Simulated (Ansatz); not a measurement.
# Relaxation of PbIF

Aim: in PbIF, a database entry, slightly rescaled, relax cell and atoms, then read levels, charges and fields where it ends.

Method: DFT, r2SCAN, no spin polarisation, plane waves, PAW, in Ansatz 0.2.0.

Symmetry: P4/nmm, No. 129, tetragonal system. Conventional cell: a = 4.225 Å, b = 4.225 Å, c = 8.774 Å, α = 90.00°, β = 90.00°, γ = 90.00°. Around Pb (site symmetry 4mm) lie 4 F at 2.56 Å and 4 I at 3.35 Å. I (site symmetry 4mm) is surrounded by 4 Pb at 3.35 Å. F (site symmetry -4m2) has 4 Pb at 2.56 Å as nearest neighbours.

Structure file:

```cif
data_structure
_symmetry_space_group_name_H-M 'P 1'
_symmetry_Int_Tables_number 1
_cell_length_a 4.2248
_cell_length_b 4.2248
_cell_length_c 8.7738
_cell_angle_alpha 90.000
_cell_angle_beta 90.000
_cell_angle_gamma 90.000
_cell_volume 156.60
loop_
_atom_site_label
_atom_site_type_symbol
_atom_site_fract_x
_atom_site_fract_y
_atom_site_fract_z
_atom_site_occupancy
Pb1 Pb 0.25000 0.25000 0.16392 1
Pb2 Pb 0.75000 0.75000 0.83608 1
I1 I 0.25000 0.25000 0.66297 1
I2 I 0.75000 0.75000 0.33703 1
F1 F 0.75000 0.25000 0.00000 1
F2 F 0.25000 0.75000 0.00000 1
```

The first density is read from a saved solution for the starting cell.

The structure above is the start of the run; the results belong to its end.

```
                                      quantity                                                                      value
                                         moves                                                                          4
                                 energy gained                                                               5.3 meV/atom
                                  largest move                                                                 0.12 Å (I)
          space group (0.01 Å), before / after                                                            P4/nmm / P4/nmm
                                          cell  a = 4.217 Å, b = 4.217 Å, c = 9.357 Å, α = 90.00°, β = 90.00°, γ = 90.00°
                                        volume                                                     27.73 Å³/atom (+6.2 %)
                           pressure at the end                                                                   0.01 GPa
formation energy (elements from separate runs)                                                              -1.67 eV/atom
                                    gap (mesh)                                                            2.43 eV, direct
                                 Bader charges                                               Pb +1.37, I -0.56, F -0.81 e
```

**Reading.** The volume grew by 6.2 %, and the largest move of an atom is 0.12 Å apart from the change of the cell; the energy fell by 5.3 meV per atom. With 16 symmetry operations imposed, the end may be a saddle point towards distortions that break them. By a distance rule the end structure falls into sheets, and the functional has no dispersion term: where only weak forces hold such sheets, the spacing at the end is too wide to trust. The levels show a gap of 2.43 eV, direct at the points sampled; within 0.7 eV of the edges the states project mainly on I p (86 %) below and Pb p (83 %) above. The run has no spin-orbit coupling, which matters for the gap with elements this heavy. At the density minimum between Pb and F (2.56 Å) the ELF is 0.10 and the density 0.23 e/Å³, a closed-shell (ionic or weak) contact. Pb loses most charge (+1.37 e on average) and F gains most (-0.81 e).

The gaps are Kohn-Sham values of a semilocal functional, not quasiparticle or optical gaps. Such gaps usually fall short of the measured ones; spin-orbit coupling, left out here, narrows gaps with I, Pb, so the two errors partly cancel.

**Question.** Which input and command would start the first run of this session?

A: The one that was run. It is one of several that fit.

input.yaml reads:

```yaml
crystal:
  lattice:
    - [4.22476, 0.0, 0.0]
    - [0.0, 4.22476, 0.0]
    - [0.0, 0.0, 8.773751]
  atoms:
    - { symbol: Pb, position: [0.25, 0.25, 0.16392] }
    - { symbol: Pb, position: [0.75, 0.75, 0.83608] }
    - { symbol: I, position: [0.25, 0.25, 0.66297] }
    - { symbol: I, position: [0.75, 0.75, 0.33703] }
    - { symbol: F, position: [0.75, 0.25, 0.0] }
    - { symbol: F, position: [0.25, 0.75, 0.0] }
  symmetry: { tolerance: 0.0003 }
kpoints:
  mp_grid: { grid: [6, 6, 4], shift: [0, 0, 0] }
magnetization:
  spin_polarized: false
scf:
  occupations: { method: cold, width: 0.1508 }
  lower_state_search: "off"
hamiltonian:
  pseudopotentials: { kind: paw }
  xc: r2scan
basis:
  ecutwfc: 500
  fft_grid_basis: typed
relax:
  max_steps: 60
  cell: { p_target: 0.0 }
  f_tol: 0.03
output:
  forces: true
  stress: true
  eigenvalues: true
  bader: true
  populations: true
  elf: true
  write_potential: true
  volumetric_format: npy
  dos:
    e_range: [-12, 8]
    de: 0.05
    projected: { site_lists: { F: [F], I: [I], Pb: [Pb] } }
checkpoint:
  read: saved_state
```

On the command line:

```console
ansatz run input.yaml --threads 2 --pin off --max-ram 3584MiB --backend cpu --events-out ev --progress --plain --runs-dir out
```
